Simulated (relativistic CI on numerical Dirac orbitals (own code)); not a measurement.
# Nb: one ion under different settings

How much do the settings matter for Nb? One ion, several inputs.

Method: Dirac-Coulomb-Breit CI, KLI orbitals optimised for each configuration, model QED (radiative potential, 1s self-energy scaled to tabulated hydrogen-like ionisation energies), numerical settings as typed. Code: relativistic CI on numerical Dirac orbitals (own code) version 3.

### 1 Starting point

| Quantity | Value |
| --- | --- |
| ion | Nb (Nb I) |
| nuclear charge | 41 |
| electrons | 41 |
| isotope | A = 93 |

### 2 The usual input

The run's settings:

```ini
atom Nb  Z=41  charge=0  electrons=41
nucleus A=93  rms_radius_fm=4.3240
hamiltonian dirac-coulomb  breit=on  qed=on  c_scale=1
orbitals kli  potential=per-configuration
slater_scale 1
correlation none
mixing on
grid step=0.0125 r_max=201.2
scf mixing=0.4 start=green max_iterations=150 tolerance=2e-08 node_fill=0.05
configurations
  [Kr] 4d4 5s
  [Kr] 4d3 5s2
  [Kr] 4d4 5p
  [Kr] 4d5
  [Kr] 4d2 5s2 5p
end
```

On the command line:

```
$ python run_levels.py task.json out
```

One command runs all members of the session, one after another, from task.json.

### 3 Breit term off, Slater scale 0.6, QED terms off

Settings: those of step 2 with these lines changed.

```diff
@@ -2,5 +2,5 @@
 nucleus A=93  rms_radius_fm=4.3240
-hamiltonian dirac-coulomb  breit=on  qed=on  c_scale=1
+hamiltonian dirac-coulomb  breit=off  qed=off  c_scale=1
 orbitals kli  potential=per-configuration
-slater_scale 1
+slater_scale 0.6
 correlation none
```

### 4 Speed-of-light factor 2

Settings: those of step 3 with these lines changed.

```diff
@@ -2,5 +2,5 @@
 nucleus A=93  rms_radius_fm=4.3240
-hamiltonian dirac-coulomb  breit=off  qed=off  c_scale=1
+hamiltonian dirac-coulomb  breit=on  qed=on  c_scale=2
 orbitals kli  potential=per-configuration
-slater_scale 0.6
+slater_scale 1
 correlation none
```

### 5 Potential mixing 0.9

The run's settings:

```ini
atom Nb  Z=41  charge=0  electrons=41
nucleus A=93  rms_radius_fm=4.3240
hamiltonian dirac-coulomb  breit=on  qed=on  c_scale=1
orbitals kli  potential=per-configuration
slater_scale 1
correlation none
mixing on
grid step=0.0125 r_max=201.2
scf mixing=0.9 start=green max_iterations=150 tolerance=2e-08 node_fill=0.05
configurations
  [Kr] 4d4 5s
  [Kr] 4d3 5s2
  [Kr] 4d4 5p
  [Kr] 4d5
  [Kr] 4d2 5s2 5p
end
```

### 6 Start potential bare

Settings: those of step 5 with these lines changed.

```diff
@@ -8,3 +8,3 @@
 grid step=0.0125 r_max=201.2
-scf mixing=0.9 start=green max_iterations=150 tolerance=2e-08 node_fill=0.05
+scf mixing=0.4 start=bare max_iterations=150 tolerance=2e-08 node_fill=0.05
 configurations
```

### 7 Speed-of-light factor 0.4

The run's settings:

```ini
atom Nb  Z=41  charge=0  electrons=41
nucleus A=93  rms_radius_fm=4.3240
hamiltonian dirac-coulomb  breit=on  qed=on  c_scale=0.4
orbitals kli  potential=per-configuration
slater_scale 1
correlation none
mixing on
grid step=0.0125 r_max=201.2
scf mixing=0.4 start=green max_iterations=86 tolerance=2e-08 node_fill=0.05
configurations
  [Kr] 4d4 5s
  [Kr] 4d3 5s2
  [Kr] 4d4 5p
  [Kr] 4d5
  [Kr] 4d2 5s2 5p
end
```

### 8 Node fill 5

The run's settings:

```ini
atom Nb  Z=41  charge=0  electrons=41
nucleus A=93  rms_radius_fm=4.3240
hamiltonian dirac-coulomb  breit=on  qed=on  c_scale=1
orbitals kli  potential=per-configuration
slater_scale 1
correlation none
mixing on
grid step=0.0125 r_max=201.2
scf mixing=0.4 start=green max_iterations=97 tolerance=2e-08 node_fill=5
configurations
  [Kr] 4d4 5s
  [Kr] 4d3 5s2
  [Kr] 4d4 5p
  [Kr] 4d5
  [Kr] 4d2 5s2 5p
end
```

(Steps that only read results are left out.)

Before running it: what results should come out? Wanted: lowest level, usual settings; total energy; first excitation.

The runs gave:

| setting | total energy less usual (Ha) | largest shift of a level among the lowest eight of both runs, same label and place (cm⁻¹) | SCF iterations | time | lowest level | kind of change |
| --- | --- | --- | --- | --- | --- | --- |
| usual | 0 | 0 | 66 | 0.57 s | 4d4 5s 6D1/2 | - |
| Breit term off, Slater scale 0.6, QED terms off | -3.68 | 3440 | 66 | 0.5 s | 4d4 5s 6D1/2 | model term |
| speed-of-light factor 2 | 47 | 2600 | 63 | 0.56 s | 4d4 5s 6D1/2 | unphysical constant |
| potential mixing 0.9 | 0 | 0 | 67 | 0.59 s | 4d4 5s 6D1/2 | numerical |
| start potential bare | 0 | 0 | 171 | 1.2 s | 4d4 5s 6D1/2 | numerical |
| speed-of-light factor 0.4 | -463 | - | 63 | 0.6 s | 4d2 5s2 5p 4G°5/2 | unsound |
| node fill 5 | 0.485 | 1700 | 69 | 0.61 s | 4d4 5s 6D1/2 | unsound |

```
                    quantity          value
lowest level, usual settings   4d4 5s 6D1/2
                total energy  -3814.5136 Ha
            first excitation     130.6 cm⁻¹
```

The lowest level changes under «speed-of-light factor 0.4». Among the runs whose levels can be followed, they move most under «Breit term off, Slater scale 0.6, QED terms off» (model term), by up to 3440 cm⁻¹. No visible change in the result comes from «potential mixing 0.9» or «start potential bare». «Start potential bare» costs 171 SCF iterations against 66. Only the listed configurations are in the model. Near neutrality, missing correlation can shift configurations against each other by thousands of cm⁻¹.
